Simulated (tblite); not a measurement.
# C3H10O2SSi3: the cost of one run

The runs use tblite 0.8.0 and PySCF 2.14.0, with density-fitted response routines of our own; the level of theory stands in each step. All values are computed, except where a source is named. Atoms are numbered from 0 throughout.

## Step 1: The starting structure

19 atoms, charge 0, multiplicity 1; geometry from: force field or distance geometry start.

Bonds of the start (Å): C0–C1 1.32, C1–C2 1.51, C2–O3 1.40, O3–Si4 1.71, Si4–O5 1.67, O5–Si6 1.68, Si4–S7 2.14, S7–Si8 2.15, Si4–C1 1.83, C0–H9 1.08, C0–H10 1.09, C2–H11 1.11, C2–H12 1.09, Si6–H13 1.49, Si6–H14 1.46, Si6–H15 1.48, Si8–H16 1.48, Si8–H17 1.46, Si8–H18 1.48.

## Step 2: Optimising the geometry with GFN2-xTB

What the job is given:

```
{"job": {"kind": "relax", "xc": "GFN2-xTB", "basis": "xTB"}, "charge": 0, "multiplicity": 1}
C     -1.381800     2.247300     0.795300
C     -0.500800     1.436300     0.242200
C      0.563800     1.500800    -0.823800
O      0.380300     0.153700    -1.138100
Si     0.026000    -0.303800     0.475500
O     -1.119900    -1.476600     0.770200
Si    -2.598300    -1.374300    -0.012800
S      1.819100    -0.613400     1.609400
Si     3.255300    -1.466800     0.255000
H     -1.532900     3.277200     0.501000
H     -2.021600     1.856600     1.588100
H      0.199700     2.167000    -1.634000
H      1.553600     1.740100    -0.421400
H     -3.617200    -1.816200     0.982300
H     -3.004300    -0.050800    -0.460900
H     -2.685700    -2.407400    -1.070000
H      2.543600    -2.221500    -0.805800
H      4.228000    -2.310000     0.936600
H      3.883200    -0.328600    -0.456500
```

Started as:

```console
$ OMP_NUM_THREADS=1 python probes_run.py task.json out
```

The driver reads the jobs from task.json and runs them one after another.

Q: Estimate the wall time and peak memory of this first job on 1 thread of Arm Neoverse V1, shared host.

About 2.3 s, with a peak of 0.18 GiB.
